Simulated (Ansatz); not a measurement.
BFH₂S, SMILES FBS: the interaction energy of a dimer with the counterpoise correction, run with Ansatz 0.2.0, Python API.

`bfh2s.py`
```python
'''Binding of a BFH2S dimer at a trial geometry.'''

import ansatz as az

FIRST = [
    ('F', (-1.3156, -0.3697, -1.0324)),
    ('B', (-0.3837, -0.4422, 0.0058)),
    ('S', (1.3149, 0.2643, -0.2557)),
    ('H', (-0.5869, -0.9591, 1.0202)),
    ('H', (0.9712, 1.5066, 0.2622)),
]
SECOND = [
    ('F', (4.7286, -2.227, -3.1628)),
    ('B', (3.4041, -1.8356, -2.9526)),
    ('S', (2.1742, -2.0376, -4.3307)),
    ('H', (3.0232, -1.3461, -1.9765)),
    ('H', (1.7736, -3.2972, -3.9035)),
]

def energy(atoms, ghosts=()):
    molecule = az.Crystal.molecule()
    for symbol, xyz in atoms:
        molecule = molecule.atom(symbol, xyz)
    calc = (
        molecule.calculation()
        .basis(gaussian='def2-SVP')
        .functional('hf')
        .accuracy('medium')  # preset for grids and thresholds
    )
    deck = calc.input()
    if ghosts:
        deck = deck.set(az.key.basis.gaussian.ghost_atoms, [{'symbol': s, 'position_ang': list(xyz)} for s, xyz in ghosts])
    return az.Session.from_dict(deck).plan().execute().report['free_energy_ev']


def main() -> None:
    # ghost atoms carry the functions of the partner
    both = energy(FIRST + SECOND)
    alone = energy(FIRST) + energy(SECOND)
    ghosted = energy(FIRST, SECOND) + energy(SECOND, FIRST)
    print(f'dimer {both:.6f} eV')
    print(f'interaction, uncorrected   {(both - alone):8.3f} eV')
    print(f'interaction, counterpoise  {(both - ghosted):8.3f} eV')
    print(f'basis-set superposition    {(alone - ghosted):8.3f} eV')


if __name__ == '__main__':
    main()
```

How large is the interaction at this pose, and how much of it is basis-set superposition?

Uncorrected it is 0.027 eV, with the counterpoise correction 0.047 eV; the difference, 0.02 eV, is the superposition error. In this basis both values are repulsive.

The output:

```console
$ python bfh2s.py
dimer -28443.849826 eV
interaction, uncorrected      0.027 eV
interaction, counterpoise     0.047 eV
basis-set superposition       0.020 eV
```

What to keep in mind:
- These settings explore the input space; basis and method may be short of convergence.
- The dimer is a generated trial pose of unrelaxed monomers, not a minimum, so the figure is no binding energy, and the basis set is small.
- Hartree-Fock leaves correlation out, so bond, atomisation and ionisation energies come out well too low.
- This level lacks the dispersion part of the attraction (electrostatics and induction are there), which can decide the sign where the interaction is weak.
- Hardware and time: 3.6 s on 1 thread of Arm Neoverse V1, on a shared host, peak memory 0.25 GiB.

(Lines on the test bed's own set-up are left out of the output.)
